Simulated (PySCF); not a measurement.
**NdI2: other functionals and bases at one geometry**

Aim: see how levels, charges and forces of NdI2 depend on the level of theory. It is a constructed species; whether it can be made isn't addressed.

Computed with PySCF 2.14.0. Level: several levels, as the steps say, no spin–orbit coupling.

1 further run of the same task is left out (for a known fault of the program).

## (1) The system as given

3 atoms, charge 0, spin multiplicity 1.

Bond lengths: Nd1–I2 3.051 Å, Nd1–I3 3.051 Å. Angles: I2–Nd1–I3 144.2°.

Geometry (Å):

```mol
I2Nd
  3D, bonds by distance, orders not assigned

  3  2  0  0  0  0  0  0  0  0999 V2000
   -0.0000    0.0000   -0.5920 Nd  0  0
    2.9040   -0.0000    0.3450 I   0  0
   -2.9040    0.0000    0.3450 I   0  0
  1  2  8  0
  1  3  8  0
M  END
```

Formal oxidation states: Nd +2. Each metal's 4 4f electrons lie in its core potential, so multiplicities, spins and levels count the valence alone. An earlier session relaxed this geometry at PBE0, Nd lcecp-0-SVP with ECP50, I def2-SVP with ECP28 (singlet, point group C2v).

At PBE0 on the finer grid: E = -623.367525 Eh, frontier levels not given, since the 4f levels lie in the core, Mulliken charge on Nd1 +0.83 e, largest force component 0.009 eV/Å. 

Levels to run: CAM-B3LYP; r2SCAN; PBE0, TZVP. Hardware: 2 threads of Intel Xeon Platinum 8259CL at 2.50GHz (Skylake/Cascade Lake), shared host.

## (2) CAM-B3LYP

The input, run.py (the lines that set the calculation):

```python
mol = gto.M(atom='''
Nd     0.00000     0.00000    -0.59203
I      2.90397     0.00000     0.34502
I     -2.90397     0.00000     0.34502''',
    basis={'Nd': 'lcecp-0-SVP', 'I': 'def2-SVP'},
    ecp={'Nd': 'lcecp-0-SVP', 'I': 'def2-SVP'},
    charge=0, spin=0)
mf = dft.RKS(mol, xc='CAMB3LYP')
mf.grids.atom_grid = (75, 302)  # f atoms: unpruned, at least (60, 302)
mf = mf.density_fit()  # fitting sets: Nd AutoAux, I def2-universal-JKFIT
mf.conv_tol = 1e-08; mf.max_cycle = 55
mf.kernel(dm0)  # dm0: the density of the relaxed state
```

Launch:

```console
$ OMP_NUM_THREADS=2 python run.py
```

## (3) r2SCAN

run.py (the lines that set the calculation): that of step 2 with these lines changed.

```diff
@@ -7,3 +7,3 @@
     charge=0, spin=0)
-mf = dft.RKS(mol, xc='CAMB3LYP')
+mf = dft.RKS(mol, xc='R2SCAN')
 mf.grids.atom_grid = (75, 302)  # f atoms: unpruned, at least (60, 302)
```

## (4) PBE0, TZVP

Basis: Nd lcecp-0-TZVP with ECP50, I def2-TZVP with ECP28. 

The input, run.py (the lines that set the calculation):

```python
mol = gto.M(atom='''
Nd     0.00000     0.00000    -0.59203
I      2.90397     0.00000     0.34502
I     -2.90397     0.00000     0.34502''',
    basis={'Nd': 'lcecp-0-TZVP', 'I': 'def2-TZVP'},
    ecp={'Nd': 'lcecp-0-TZVP', 'I': 'def2-TZVP'},
    charge=0, spin=0)
mf = dft.RKS(mol, xc='PBE0')
mf.grids.atom_grid = (75, 302)  # f atoms: unpruned, at least (60, 302)
mf = mf.density_fit()  # fitting sets: Nd AutoAux, I def2-universal-JKFIT
mf.conv_tol = 1e-08; mf.max_cycle = 55
mf.kernel(dm0)  # dm0: free metal ions and neutral atoms
```

What does the calculation give? Wanted: for each run, charge on Nd1; dipole; largest force.

As calculated:

| level | state | charge on Nd1 (e) | dipole (D) | largest force (eV/Å) | basis functions | time |
| --- | --- | --- | --- | --- | --- | --- |
| PBE0 (relaxed here) | singlet | 0.83 | 5.13 | 0.01 | 83 | 10 s |
| CAM-B3LYP | singlet | 0.81 | 5.24 | 0.07 | 83 | 7.9 s |
| r2SCAN | singlet | 0.82 | 5.16 | 0.06 | 83 | 7.6 s |
| PBE0, TZVP | singlet | 1.17 | 5.09 | 0.03 | 147 | 16 s |

Times are on 2 threads of Intel Xeon Platinum 8259CL at 2.50GHz (Skylake/Cascade Lake), shared host; the first row also made further properties.

The largest leftover force, 0.07 eV/Å with CAM-B3LYP, stands at a geometry relaxed at another level. The Mulliken charge on Nd spans +0.81 to +1.17 e over the levels. With 4f in the core, its levels are missing from HOMO and gap. Total energies of different levels can't be compared. Spin–orbit coupling is left out throughout.
